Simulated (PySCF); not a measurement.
# One shape, several levels: Br2 (SMILES BrBr)

Wanted: a comparison of 6 runs (CAM-B3LYP/aug-cc-pVTZ, M06-2X/aug-cc-pVTZ, M06-L/aug-cc-pVTZ, revPBE/aug-cc-pVTZ, wB97M-V/aug-cc-pVTZ, wB97X/aug-cc-pVTZ) of Br2. 

The calculation is run with PySCF 2.14.0.

1 further run of the same task is left out (set aside as unsound or not needed).

## 1. The structure to begin with

The species is Br2 (2 atoms), meant as a singlet with charge 0. As SMILES, `BrBr`. The Br1–Br2 distance was set to 2.966 Å, away from the relaxed value.

Bond lengths: Br1–Br2 2.966 Å.

## 2. The energy at CAM-B3LYP/aug-cc-pVTZ (run 1)

File start.xyz:

```xyz
2
Br2
Br     1.556768    -0.520624     0.797632
Br    -0.972980     0.325390    -0.498520
```

File input.py:

```python
from pyscf import gto, dft

mol = gto.M(
    atom='start.xyz',
    verbose=4,
    charge=0,
    basis='aug-cc-pvtz',
    max_memory=1860,
)

mf = dft.RKS(mol, xc='cam-b3lyp')
mf.grids.level = 5
mf.conv_tol = 1e-10
mf.kernel()
if not mf.converged:
    mf = mf.newton().run(mf.mo_coeff, mf.mo_occ)

energy = mf.e_tot
print('E = %.10f Eh' % energy)
```

Started as:

```
OMP_NUM_THREADS=1 python input.py
```

Log:

```text
PySCF version 2.14.0

[... 66 lines left out ...]
converged SCF energy = -5148.58919655445
E = -5148.5891965545 Eh
```

Run time: 47 s. Hardware: 1 thread of Arm Neoverse V1, shared host; peak memory 0.62 GiB.

## 3. A single-point energy at M06-2X/aug-cc-pVTZ (run 2)

File calc.py:

```python
from pyscf import gto, dft

mol = gto.M(
    atom='''
Br     2.941865    -0.983837     1.507306
Br    -1.838666     0.614898    -0.942066
''',
    charge=0,
    max_memory=1860,
    verbose=3,
    basis='aug-cc-pvtz',
    unit='bohr',
)

myscf = dft.RKS(mol, xc='m06-2x')
myscf.conv_tol = 1e-10
myscf.grids.level = 5
myscf.kernel()
if not myscf.converged:
    myscf = myscf.newton().run(myscf.mo_coeff, myscf.mo_occ)

etot = myscf.e_tot
print('E = %.10f Eh' % etot)
```

Started as:

```
OMP_NUM_THREADS=1 python calc.py
```

Log:

```text
converged SCF energy = -5148.40904017735
E = -5148.4090401773 Eh
```

It took 23 s on 1 thread of Arm Neoverse V1, shared host; peak memory 0.66 GiB.

Runs 3 to 4 aren't shown in full; the table further down has their settings and results.

## 4. The energy at wB97M-V/aug-cc-pVTZ (run 5)

start.xyz, as its differences from that of step 2:

```diff
@@ -1,3 +1,3 @@
 2
-Br2
+
 Br     1.556768    -0.520624     0.797632
```

File job.py:

```python
from pyscf import gto, dft

mol = gto.M(
    atom='start.xyz',
    max_memory=1860,
    verbose=4,
    basis='aug-cc-pvtz',
)

ks = dft.RKS(mol, xc='wb97m-v')
ks.grids.level = 5
ks.nlcgrids.level = 1
ks.conv_tol = 1e-10
ks.kernel()
if not ks.converged:
    ks = ks.newton().run(ks.mo_coeff, ks.mo_occ)

e_tot = ks.e_tot
print(f'total energy: {e_tot:.8f} hartree')
```

Started as:

```
OMP_NUM_THREADS=1 python job.py
```

Log:

```text
PySCF version 2.14.0

[... 76 lines left out ...]
converged SCF energy = -5148.04582974885
total energy: -5148.04582975 hartree
```

Wall time 65 s (1 thread of Arm Neoverse V1, shared host); peak memory 0.66 GiB.

## 5. The energy at wB97X/aug-cc-pVTZ (run 6)

File input.py:

```python
from pyscf import gto, dft

mol = gto.M(
    atom='''
Br     2.941865    -0.983837     1.507306
Br    -1.838666     0.614898    -0.942066
''',
    unit='bohr',
    charge=0,
    spin=0,
    verbose=3,
    basis='aug-cc-pvtz',
    max_memory=1860,
)

mf = dft.RKS(mol, xc='wb97x')
mf.grids.level = 5
mf.conv_tol = 1e-10
mf.kernel()
if not mf.converged:
    mf = mf.newton().run(mf.mo_coeff, mf.mo_occ)

energy = mf.e_tot
print('E = %.10f Eh' % energy)
```

Started as:

```
OMP_NUM_THREADS=1 python input.py
```

Log:

```text
converged SCF energy = -5148.38699804689
E = -5148.3869980469 Eh
```

Run time: 52 s. Hardware: 1 thread of Arm Neoverse V1, shared host; peak memory 0.62 GiB.

## 6. The series

| run | level | nlc grid | energy (Eh) | dipole moment (D) | HOMO energy (eV) | LUMO energy (eV) | wall time |
| --- | --- | --- | --- | --- | --- | --- | --- |
| 1 | CAM-B3LYP/aug-cc-pVTZ | – | -5148.589197 | 0.00 | -10.23 | -5.43 | 47 s |
| 2 | M06-2X/aug-cc-pVTZ | – | -5148.409040 | 0.00 | -10.12 | -5.61 | 23 s |
| 3 | M06-L/aug-cc-pVTZ | – | -5148.154659 | 0.00 | -7.67 | -6.79 | 22 s |
| 4 | revPBE/aug-cc-pVTZ | – | -5147.911962 | 0.00 | -7.49 | -7.06 | 13 s |
| 5 | wB97M-V/aug-cc-pVTZ | 1 | -5148.045830 | 0.00 | -11.13 | -4.46 | 65 s |
| 6 | wB97X/aug-cc-pVTZ | – | -5148.386998 | 0.00 | -11.25 | -4.45 | 52 s |

## 7. Summary of results

| quantity | value |
| --- | --- |
| run 6: total energy | -5148.38700 Eh |
| run 6: dipole moment | 0.00 D |
| run 6: HOMO energy | -11.25 eV |
| run 6: LUMO energy | -4.45 eV |
| run 6: HOMO–LUMO gap | 6.80 eV |

What this shows: The HOMO–LUMO gap runs from 0.42 eV (revPBE/aug-cc-pVTZ) to 6.80 eV (wB97X/aug-cc-pVTZ). Totals of different functionals can't be ranked against each other. All runs together took 3.7 min, the longest 65 s.
